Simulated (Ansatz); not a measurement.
**La2Co2Se2O3 (I4/mmm): the equilibrium volume**

Aim: the volume at which the pressure of La2Co2Se2O3 (I4/mmm) vanishes.

Program: Ansatz 0.2.0. Level of theory: DFT PBEsol, scalar-relativistic, plane waves, PAW. These are calculated values, not measurements.

## 1. The system as given

The structure is tetragonal, space group I4/mmm (No. 139). The conventional cell has a = 4.074 Å, b = 4.074 Å, c = 18.445 Å, α = 90.00°, β = 90.00°, γ = 90.00°. La (site symmetry 4mm) is surrounded by 4 O at 2.38 Å. Around Co (site symmetry mmm) lie 2 O at 2.04 Å and 4 Se at 2.69 Å. Se (site symmetry 4mm) is surrounded by 4 Co at 2.69 Å. O (site symmetry -4m2) has 4 La at 2.38 Å in its first shell of neighbours. O (site symmetry 4/mmm) is surrounded by 4 Co at 2.04 Å.

Coordinates:

```cif
data_structure
_symmetry_space_group_name_H-M 'P 1'
_symmetry_Int_Tables_number 1
_cell_length_a 9.6622
_cell_length_b 9.6622
_cell_length_c 9.6622
_cell_angle_alpha 155.656
_cell_angle_beta 155.656
_cell_angle_gamma 34.697
_cell_volume 153.11
loop_
_atom_site_label
_atom_site_type_symbol
_atom_site_fract_x
_atom_site_fract_y
_atom_site_fract_z
_atom_site_occupancy
La1 La 0.68344 0.68344 0.00000 1
La2 La 0.31656 0.31656 0.00000 1
Co1 Co 0.00000 0.50000 0.50000 1
Co2 Co 0.50000 0.00000 0.50000 1
Se1 Se 0.09516 0.09516 0.00000 1
Se2 Se 0.90484 0.90484 0.00000 1
O1 O 0.25000 0.75000 0.50000 1
O2 O 0.75000 0.25000 0.50000 1
O3 O 0.50000 0.50000 0.00000 1
```

Starting moments: Co 3.00 μB.

## 2. The first run (PBEsol, 6×6×6 mesh)

input.yaml

```yaml
crystal:
  lattice:
    - [-2.03722589, 2.03722589, 9.2226892]
    - [2.03722589, -2.03722589, 9.2226892]
    - [2.03722589, 2.03722589, -9.2226892]
  atoms:
    - { symbol: La, position: [0.68344, 0.68344, 0.0] }
    - { symbol: La, position: [0.31656, 0.31656, 0.0] }
    - { symbol: Co, position: [0.0, 0.5, 0.5], spin: 3.0 }
    - { symbol: Co, position: [0.5, 0.0, 0.5], spin: 3.0 }
    - { symbol: Se, position: [0.09516, 0.09516, 0.0] }
    - { symbol: Se, position: [0.90484, 0.90484, 0.0] }
    - { symbol: O, position: [0.25, 0.75, 0.5] }
    - { symbol: O, position: [0.75, 0.25, 0.5] }
    - { symbol: O, position: [0.5, 0.5, 0.0] }
basis:
  ecutwfc: 420
kpoints:
  mp_grid: { grid: [6, 6, 6] }
hamiltonian:
  xc: pbesol
scf:
  occupations: { method: gaussian, width: 0.1 }
  lower_state_search: "off"
output:
  forces: true
  stress: true
  eigenvalues: true
  populations: true
magnetization:
  spin_polarized: true
```

Launch:

```
$ ansatz run input.yaml --threads 8 --pin off --max-ram 14336MiB --backend cpu --events-out ev --progress --plain --runs-dir out
```

Further steps of the session: Full relaxation.

Q: Predict the outcome of this session. Wanted: volume; pressure; conventional cell; gap on the mesh; spin moments in spheres.

The runs gave:

```
               quantity                                                                       value
                 volume                                                              16.057 Å³/atom
               pressure                                                                    0.00 GPa
      conventional cell  a = 3.990 Å, b = 3.990 Å, c = 18.150 Å, α = 90.00°, β = 90.00°, γ = 90.00°
        gap on the mesh                                                                none (metal)
spin moments in spheres                                                 Co 2.20; Se 0.21; O 0.34 μB
```

In words: Over the 2 runs shown the cell moved from 17.01 to 16.06 Å³/atom, a change of -5.6 %, where the pressure is zero within 0.01 GPa.
